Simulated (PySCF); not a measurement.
# C4MnN4O2 (trans-[MnO2(CN)4]3-): the cost of one run

Programs: PySCF 2.14.0, with routines of our own; each step states its level. All values are computed. Atoms count from 0.

### 1 The system as given

11 atoms, charge -3, states of the metal's open shell are computed; geometry from: GFN2-xTB.

### 2 Ligand-field states: state-averaged CASSCF in acetonitrile

Job settings and geometry (Å):

```
{"job": {"kind": "lf", "basis": {"metal": "x2c-TZVPall", "ligand": "x2c-SVPall"}, "nevpt": true, "tol": 5, "solvent": "acetonitrile"}, "charge": -3, "metal": "Mn", "open_shell": "d2"}
Mn     0.000000     0.000000     0.000000
O      0.102060     0.101519     1.753117
O      0.101539     0.102322    -1.758488
C      1.958040    -0.276921     0.002778
N      3.110019    -0.420501     0.014795
C     -1.943493    -0.166137     0.001820
N     -3.099785    -0.266098     0.009049
C     -0.277057     1.958158    -0.008031
N     -0.420645     3.110137    -0.019966
C     -0.166242    -1.943373    -0.007376
N     -0.266193    -3.099666    -0.014705
```

Level: state-averaged CASSCF of the metal d shell, SC-NEVPT2 on the averaged canonical orbitals, state-interaction spin-orbit coupling.

The run is started by

```console
$ OMP_NUM_THREADS=1 python lf_run.py task.json out
```

The driver reads the jobs from task.json and runs them one after another.

**Question.** How long does this first job take on 1 thread of Arm Neoverse N1, shared host, and how much memory does it need?

About 72 s, with a peak of 0.49 GiB.
